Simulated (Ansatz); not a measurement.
# CH10Si3: basis-set convergence

One table from this session's results is given with a row withheld; the runs are named, their logs left out.

The runs use Ansatz 0.2.0, Gaussian basis; one geometry, several basis sets.

Plan: PBE0-D4/def2-SVP; ωB97M-V/def2-SVP; PBE0-D4/def2-QZVPP; ωB97M-V/def2-QZVPP; the functionals' def2-TZVPP values are taken from earlier runs.

## The geometry

All runs share one geometry, relaxed beforehand with PBE0-D4 in a triple-zeta def2 set.

SMILES `C[SiH]([SiH3])[SiH3]`, 14 atoms, charge 0, spin multiplicity 1.

Atoms are counted from 1 here; the program's logs count them from 0.

Bond lengths: C1–Si2 1.883 Å, C1–H5 1.092 Å, C1–H6 1.092 Å, C1–H7 1.092 Å, Si2–Si3 2.340 Å, Si2–Si4 2.340 Å, Si2–H8 1.493 Å, Si3–H9 1.488 Å, Si3–H10 1.490 Å, Si3–H11 1.490 Å, Si4–H12 1.488 Å, Si4–H13 1.490 Å, Si4–H14 1.490 Å. Angles: Si2–C1–H5 110.7°, Si2–C1–H6 110.7°, Si2–C1–H7 110.7°, H5–C1–H6 108.2°, H5–C1–H7 108.2°, H6–C1–H7 108.2°, C1–Si2–Si3 111.2°, C1–Si2–Si4 111.1°, C1–Si2–H8 109.9°, Si3–Si2–Si4 108.5°, Si3–Si2–H8 108.0°, Si4–Si2–H8 108.1°, Si2–Si3–H9 110.6°, Si2–Si3–H10 111.4°, Si2–Si3–H11 110.0°, H9–Si3–H10 108.5°, H9–Si3–H11 108.3°, H10–Si3–H11 108.0° and more.

As a file:

```xyz
14
charge 0, multiplicity 1
C    -0.62169    1.37048   -1.25516
Si   -0.46643    0.29823    0.28460
Si    1.65427    0.51035    1.25104
Si   -0.82962   -1.95824   -0.21822
H    -1.61589    1.27186   -1.69663
H    -0.45872    2.42274   -1.01176
H     0.11527    1.07608   -2.00559
H    -1.48028    0.71555    1.29834
H     1.75494   -0.32205    2.48062
H     1.94613    1.92547    1.61369
H     2.69864    0.05517    0.29132
H    -0.71745   -2.79300    1.00877
H     0.18674   -2.43039   -1.19956
H    -2.17890   -2.17144   -0.81255
```

Set-up of the first run:

Contents of in.yaml:

```yaml
crystal:
  periodic: [false, false, false]
  atoms:
    - {symbol: C, position_ang: [-0.621692, 1.370484, -1.255163]}
    - {symbol: Si, position_ang: [-0.466429, 0.298233, 0.284597]}
    - {symbol: Si, position_ang: [1.654272, 0.510347, 1.251043]}
    - {symbol: Si, position_ang: [-0.829624, -1.958237, -0.218217]}
    - {symbol: H, position_ang: [-1.615892, 1.271857, -1.696631]}
    - {symbol: H, position_ang: [-0.458718, 2.422742, -1.011763]}
    - {symbol: H, position_ang: [0.115269, 1.076076, -2.005590]}
    - {symbol: H, position_ang: [-1.480280, 0.715554, 1.298337]}
    - {symbol: H, position_ang: [1.754945, -0.322054, 2.480616]}
    - {symbol: H, position_ang: [1.946131, 1.925469, 1.613693]}
    - {symbol: H, position_ang: [2.698636, 0.055168, 0.291324]}
    - {symbol: H, position_ang: [-0.717454, -2.793001, 1.008767]}
    - {symbol: H, position_ang: [0.186738, -2.430393, -1.199561]}
    - {symbol: H, position_ang: [-2.178903, -2.171444, -0.812552]}
basis:
  gaussian: {orbitals: def2-SVP}
hamiltonian: {xc: pbe0, dispersion: d4}
output: {orbitals: {seedname: orbitals}}
```

Steps of the session up to this table: PBE0-D4 in def2-SVP; ωB97M-V in def2-SVP; PBE0-D4 in def2-QZVPP; ωB97M-V in def2-QZVPP.

One table of the session follows, with a row left open; its other results are not shown here.

It belongs to the step «Density functionals: the series». 

| functional | basis | HOMO (eV) | LUMO (eV) |
| --- | --- | --- | --- |
| PBE0-D4 | def2-SVP | -7.77 | -0.02 |
| PBE0-D4 | def2-TZVPP | ? | ? |
| PBE0-D4 | def2-QZVPP | -7.72 | -0.33 |
| ωB97M-V | def2-SVP | -9.71 | 1.79 |
| ωB97M-V | def2-TZVPP | -9.69 | 1.42 |
| ωB97M-V | def2-QZVPP | -9.69 | 1.16 |

Q: Estimate the row for PBE0-D4, def2-TZVPP from the others.

As computed: HOMO (eV): -7.72; LUMO (eV): -0.25.
